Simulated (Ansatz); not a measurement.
Run this with Ansatz 0.2.0 through its Python package and show what comes out.

`li2run2.cif`
```cif
data_Li2RuN2
_cell_length_a 3.164233
_cell_length_b 3.164233
_cell_length_c 5.211450
_cell_angle_alpha 90.00000
_cell_angle_beta 90.00000
_cell_angle_gamma 120.00000
_symmetry_space_group_name_H-M 'P 1'
_symmetry_Int_Tables_number 1
loop_
_symmetry_equiv_pos_as_xyz
'x, y, z'
loop_
_atom_site_label
_atom_site_type_symbol
_atom_site_fract_x
_atom_site_fract_y
_atom_site_fract_z
Li1 Li    0.666667    0.333333    0.360180
Li2 Li    0.333333    0.666667    0.639820
Ru3 Ru    0.000000    0.000000    0.000000
N4 N    0.666667    0.333333    0.786989
N5 N    0.333333    0.666667    0.213011
```

Script `vcrelax.py`:
```python
# -*- coding: utf-8 -*-
import ansatz as az
from ase import Atoms
from ase.io import write
from ase.io import read
from ase.neighborlist import neighbor_list
import numpy as np

def edges_and_angles(cell):
    cell = np.asarray(cell)
    a, b, c = np.linalg.norm(cell, axis=1)
    cosines = cell[1] @ cell[2] / (b * c), cell[0] @ cell[2] / (a * c), cell[0] @ cell[1] / (a * b)
    return (a, b, c, *np.degrees(np.arccos(cosines)))

atoms = read("li2run2.cif")
cell = az.Crystal.from_ase(atoms)

calc = (
    cell.calculation()
    .kpoints(9, 9, 5)
    .basis(16 * az.Ha)
    .occupations("fermi_dirac", width=0.15)
    .relax(force_tolerance=0.005, max_steps=100, fix_cell=["volume"])
    .density_of_states(energy_step=0.1, nscf_kmesh_spacing=0.24)
    .band_table()
)
steps = []


def follow(event):
    if event["event"] != "relax_step":
        return
    row = event["data"]
    steps.append(row)
    print(f"step {row['step']:3d}  E = {row['lagrangian_ev']:.5f} eV  largest force component = {row['allowed_force_max_ev_ang']:.4f} eV/A  P = {row['pressure_gpa']:.3f} GPa")


res = calc.session().plan(threads=1).execute(on_event=follow)
rep = res.report

first, last = steps[0], steps[-1]
symbols = [site.symbol for site in res.lattice.sites]
print(f"energy gained {first['lagrangian_ev'] - last['lagrangian_ev']:.4f} eV in {len(steps) - 1} steps")
for label, vectors in (("before", first["cell_ang"]), ("after", res.lattice.cell_ang)):
    print(label, "a b c (A) {:.4f} {:.4f} {:.4f}  angles {:.2f} {:.2f} {:.2f}".format(*edges_and_angles(vectors)), f" V = {abs(np.linalg.det(vectors)):.3f} A^3")
print("final stress xx yy zz (GPa, compression positive):", np.round(np.diag(rep["stress_gpa"]), 3) + 0.0)

final = Atoms(symbols, positions=last["positions_ang"], cell=res.lattice.cell_ang, pbc=True)
i, j, d = neighbor_list("ijd", final, 4.5)
print("neighbours within 1.15 times the shortest distance of each atom (A)")
for atom in range(len(final)):
    near = [m for m in np.argsort(d) if i[m] == atom]
    shell = [m for m in near if d[m] < 1.15 * d[near[0]]]
    print(f"{symbols[atom]}{atom} ({len(shell)}):", ", ".join(f"{symbols[j[m]]} {d[m]:.3f}" for m in shell))

relaxed = Atoms(symbols, positions=[site.position_ang for site in res.lattice.sites], cell=res.lattice.cell_ang, pbc=True)
write("relaxed.vasp", relaxed, format="vasp")

change = np.array(last["positions_ang"]) @ np.linalg.inv(last["cell_ang"]) - np.array(first["positions_ang"]) @ np.linalg.inv(first["cell_ang"])
moved = np.linalg.norm(change @ np.array(last["cell_ang"]), axis=1)
print("displacement within the cell, strain taken out (A):", " ".join(f"{s}:{d:.3f}" for s, d in zip(symbols, moved)))

energy = rep["free_energy_ev"]
print("Li2RuN2: {:.6f} eV = {:.6f} Ry = {:.6f} Ha".format(energy, energy / 13.605693, energy / 27.211386))
print("Fermi level {:.4f} eV, {} k-points, {} symmetry operations".format(rep["fermi_energy_ev"], rep["n_kpoints"], rep["n_symmetry_ops"]))

dos = res.density_of_states()
energy = np.asarray(dos.energies_ev) - dos.fermi_ev
top = min(levels[-1] for levels in rep["eigenvalues_ev"]) - dos.fermi_ev  # the computed bands end here
total = np.asarray(dos.spin_summed_g_bin_mean_per_ev)
print("E - E_F (eV)   states/eV")
for e in np.arange(-8, min(8, top), 0.5):
    print(f"{e:8.1f} {np.interp(e, energy, total):12.3f}")
```

```console
$ python vcrelax.py
DeckWarning: the atoms were moved onto the symmetric positions of the space group found under crystal.symmetry.tolerance 1.0e-5 (fractional; no operation is sought that the atoms, as they stand in a round, miss by more than twice it, and no atom is moved by as much as it), and the run uses the moved positions. Before a round's move an operation carried an atom to 3.16e-6 Å from where it should land, the largest such distance. Atom 0 (counting from 0) moved farthest, by 1.83e-6 Å; the longest [...]
step   1  E = -7056.60945 eV  largest force component = 0.0871 eV/A  P = -2.169 GPa
step   2  E = -7056.61183 eV  largest force component = 0.0649 eV/A  P = -1.762 GPa
step   3  E = -7056.61394 eV  largest force component = 0.0121 eV/A  P = -1.018 GPa
step   4  E = -7056.61397 eV  largest force component = 0.0006 eV/A  P = -0.931 GPa
step   5  E = -7056.61409 eV  largest force component = 0.0006 eV/A  P = -0.925 GPa
energy gained 0.0046 eV in 4 steps
before a b c (A) 3.1642 3.1642 5.2115  angles 90.00 90.00 120.00  V = 45.188 A^3
after a b c (A) 3.1450 3.1450 5.2753  angles 90.00 90.00 120.00  V = 45.188 A^3
final stress xx yy zz (GPa, compression positive): [-0.948 -0.948 -0.879]
neighbours within 1.15 times the shortest distance of each atom (A)
Li0 (3): N 1.972, N 1.972, N 1.972
Li1 (3): N 1.972, N 1.972, N 1.972
Ru2 (6): N 2.131, N 2.131, N 2.131, N 2.131, N 2.131, N 2.131
N3 (6): Li 1.972, Li 1.972, Li 1.972, Ru 2.131, Ru 2.131, Ru 2.131
N4 (6): Li 1.972, Li 1.972, Li 1.972, Ru 2.131, Ru 2.131, Ru 2.131
displacement within the cell, strain taken out (A): Li:0.016 Li:0.016 Ru:0.000 N:0.008 N:0.008
Li2RuN2: -7056.614089 eV = -518.651574 Ry = -259.325787 Ha
Fermi level 11.6212 eV, 50 k-points, 12 symmetry operations
E - E_F (eV)   states/eV
    -8.0        0.000
    -7.5        0.000
    -7.0        0.000
    -6.5        0.748
    -6.0        2.513
    -5.5        5.535
    -5.0        4.680
    -4.5        2.970
    -4.0        2.272
    -3.5        1.566
    -3.0        2.126
    -2.5        1.932
    -2.0        1.245
    -1.5        0.621
    -1.0        5.303
    -0.5        1.715
     0.0        2.075
     0.5        1.565
     1.0        0.000
     1.5        0.000
     2.0        0.000
     2.5        1.213
     3.0        7.168
     3.5        0.086
     4.0        0.001
     4.5        0.226
     5.0        0.781
     5.5        2.380
     6.0        0.105
     6.5        0.000
```
(Warnings from the package without file and line, shortened.)

It writes `relaxed.vasp`:
```text
Li Ru N
 1.0000000000000000
     3.1450294977367879   -0.0000000000000000    0.0000000000000000
    -1.5725147488683933    2.7236754406914718   -0.0000000000000000
     0.0000000000000000   -0.0000000000000000    5.2752863675730310
 Li  Ru  N
   2   1   2
Cartesian
  1.5725147488683942  0.9078918135638240  1.8842813440462347
  0.0000000000000002  1.8157836271276480  3.3910050235267968
  0.0000000000000000  0.0000000000000000 -0.0000000000000000
  1.5725147488683942  0.9078918135638240  4.1594082051447527
  0.0000000000000002  1.8157836271276480  1.1158781624282785
```

Absolute energies stand on the zero of these potentials, so only differences at equal settings mean something. A total without «per atom» is that of the cell as typed. No spin polarisation was allowed. Part of the cell is held or a pressure is applied, so the end point needn't be the zero-pressure lattice. For a metal this k-point mesh is coarse: on a finer one energies can move by several to tens of meV an atom and pressures by half a GPa or more, differences at one mesh by less. The zero of the levels is a convention of the potentials, so an absolute Fermi energy is no work function. Energies along a relaxation are free energies. Rows at an unchanged volume are solved on a plane-wave basis chosen afresh for that cell, so the energy jumps there and such rows are no steps of the walk. The smearing is wide enough that free energy and stress hold a thermal part of the electrons. No functional is typed, so the default, PBE, holds. This cell is a computed structure, which may not be the phase found in nature. The computed bands are complete only to about 6.9 eV above the Fermi level; beyond that the density of states is undercounted. Timing: 18 s on 1 thread of Arm Neoverse V1, on a shared host, peak memory 0.47 GiB.
